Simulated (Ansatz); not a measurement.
# BrH5P2Si: the cost of one run

Program: Ansatz 0.2.0 through its Python package. Level of theory: r2SCAN/cc-pVDZ. These are calculated values, not measurements.

### Step 1. The system

Bond lengths: P1–Si2 2.212 Å, Si2–P3 2.212 Å, Si2–Br4 2.205 Å, P1–H5 1.414 Å, P1–H6 1.413 Å, Si2–H7 1.482 Å, P3–H8 1.414 Å, P3–H9 1.414 Å. Angles: P1–Si2–P3 107.6°, P1–Si2–Br4 109.3°, P1–Si2–H7 109.9°, P3–Si2–Br4 109.3°, P3–Si2–H7 109.9°, Br4–Si2–H7 110.9°, Si2–P1–H5 97.4°, Si2–P1–H6 97.5°, H5–P1–H6 95.3°, Si2–P3–H8 97.5°, Si2–P3–H9 97.4°, H8–P3–H9 95.3°.

Input file brh5p2si.xyz:

```xyz
9

P    -1.62170   -0.14860    0.78740
Si   -0.01980    1.00320   -0.21310
P     1.70530   -0.35390   -0.48870
Br   -0.73450    1.68110   -2.18560
H    -1.60120   -1.27130   -0.07150
H    -0.82250   -0.73880    1.79280
H     0.37480    2.15610    0.63010
H     1.72250   -0.89600    0.81670
H     0.99730   -1.43170   -1.06810
```

### Step 2. The code

spin_brh5p2si.py reads:

```python
# -*- coding: utf-8 -*-
"""Gap between spin states of BrH5P2Si at one geometry."""

import ansatz


def main():
    molecule = ansatz.Crystal.molecule_from_extxyz("brh5p2si.xyz")

    base = (
        molecule.calculation()
        .basis(gaussian="cc-pVDZ")  # the orbital basis, by name
        .functional("r2scan")
    )
    found = {}
    for unpaired in [0, 2]:
        r = base.spin("collinear", total=unpaired).run().report
        s = unpaired / 2
        found[unpaired] = r["free_energy_ev"]
        print(f"2S+1 = {unpaired + 1}: E = {found[unpaired]:.5f} eV, <S^2> = {abs(r['mean_field']['state']['spin_squared']):.3f} (pure state {s * (s + 1):.2f})")
    lowest = min(found, key=found.get)
    for unpaired, e in found.items():
        print(f"multiplicity {unpaired + 1}: {(e - found[lowest]):.3f} eV above the lowest")


if __name__ == "__main__":
    main()
```

### Step 3. What the engine is handed

The package turns the script's settings into the engine's input (first run):

```yaml
crystal:
  periodic: [false, false, false]
  atoms:
    - { symbol: P, position_ang: [-1.6217, -0.1486, 0.7874] }
    - { symbol: Si, position_ang: [-0.0198, 1.0032, -0.2131] }
    - { symbol: P, position_ang: [1.7053, -0.3539, -0.4887] }
    - { symbol: Br, position_ang: [-0.7345, 1.6811, -2.1856] }
    - { symbol: H, position_ang: [-1.6012, -1.2713, -0.0715] }
    - { symbol: H, position_ang: [-0.8225, -0.7388, 1.7928] }
    - { symbol: H, position_ang: [0.3748, 2.1561, 0.6301] }
    - { symbol: H, position_ang: [1.7225, -0.896, 0.8167] }
    - { symbol: H, position_ang: [0.9973, -1.4317, -1.0681] }
basis:
  gaussian:
    orbitals: cc-pVDZ
hamiltonian:
  xc: r2scan
magnetization:
  spin_polarized: true
  initial_magnetization: 0.0
```

### Step 4. Running it

Command:

```sh
$ python spin_brh5p2si.py
```

Q: Estimate wall time and peak memory on 1 thread of Arm Neoverse V1, shared host.

About 1.7 min, with a peak of 0.42 GiB.
